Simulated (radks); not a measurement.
# Ionising lead step by step, Pb²¹⁺ to Pb⁴¹⁺

One table from this session's results is given with a row withheld; the runs are named, their logs left out.

Program: radks (a radial shooting solver on a logarithmic mesh, Libxc functionals) version 1. Level of theory: Dirac Kohn-Sham, relativistic LDA (MacDonald-Vosko exchange, VWN5 correlation), spin-unpolarised, spherical densities, finite nucleus; open shells fill j = l - 1/2 first. These are calculated values, not measurements, unless marked.

## The system

| Item | Value |
| --- | --- |
| element | lead (Z = 82) |
| charges | 21 to 41 |
| first configuration | [Kr] 4d10 4f13 5s2 |
| last configuration | [Kr] 4d5 |

Set-up of the first run:

The run's settings:

```text
Z 82
configuration [Kr] 4d10 4f13 5s2
relativity Dirac
functional lda_x_rel,vwn5
spin unpolarised
j_filling energy
nucleus finite rms 5.5012 fm
c 137.035999084
```

Among the steps run: Pb²¹⁺, [Kr] 4d10 4f13 5s2.

One table of the session follows, with a row left open; its other results are not shown here.

It belongs to the step «Pb²¹⁺, [Kr] 4d10 4f13 5s2». Radial moments (bohr):

```
level     <r>  outermost maximum (interpolated)  90 % within  nodes
4s1/2  0.3824                             0.363        0.548      3
4p1/2  0.3826                             0.360        0.555      2
4p3/2  0.4155                             0.390        0.601      2
4d3/2       ?                                 ?            ?      ?
4d5/2  0.4266                             0.389        0.632      1
4f5/2  0.4246                             0.340        0.661      0
4f7/2  0.4295                             0.344        0.668      0
5s1/2  0.7668                             0.747         1.07      4
```

Estimate the missing values for 4d3/2.

**Answer.** <r>: 0.4165; outermost maximum (interpolated): 0.380; 90 % within: 0.618; nodes: 1. In the column «<r>» it lies between 4p3/2 (0.4155) and 4f5/2 (0.4246).

Limits of these values: Spin polarisation and multiplet splitting are left out, so open shells lie too high by an amount that depends on their filling.
